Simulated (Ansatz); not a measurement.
# AlSn under changes of volume

One of the cells (25.236 Å³/atom); the others are scaled copies at fixed shape and fractional positions:

```xyz
2
Lattice="4.1981 0.0000 0.0000 -2.0991 3.6357 0.0000 0.0000 0.0000 3.3068" Properties=species:S:1:pos:R:3 pbc="T T T"
Sn    0.0000    2.4238    1.6534
Al    0.0000    0.0000    0.0000
```

The cell comes from a database or a generator and needn't be the stable form of this composition.

- Program: Ansatz 0.2.0
- Functional: PBE
- Potentials or basis: all-electron LAPW, scalar-relativistic
- Cutoff: 191 eV (chosen from the basis error)
- Basis error allowed: 0.0005 eV/atom
- k mesh: 7 × 7 × 8
- Occupations: fermi-dirac, width 0.05 eV
- Spin: no spin polarisation

| volume (Å³/atom) | energy over the lowest point (meV/atom) | pressure (GPa) |
| --- | --- | --- |
| 23.722 | 19.05 | 3.9 |
| 24.227 | 8.76 | 2.6 |
| 24.731 | 2.54 | 1.3 |
| 25.236 | 0.00 | 0.2 |
| 25.741 | ? | ? |
| 26.245 | 4.39 | -1.6 |
| 26.750 | 10.53 | -2.3 |

Problem. What does the run at 25.741 Å³/atom give?

Solution. Energy over the lowest point 0.75 meV/atom; pressure -0.7 GPa.

Worked out: A Birch-Murnaghan fit of order 3 (a polynomial in V^(-2/3)) to the other rows has its minimum at 25.37 Å³/atom with B0 = V·E''(V) = 50 GPa and B' = 5.0 at fixed shape and positions, which overstates the stiffness. It gives 0.75 meV/atom at 25.741 Å³/atom, against the run's 0.75, and -dE/dV = -0.7 GPa, against -0.7.

Energies are extrapolated to zero smearing.
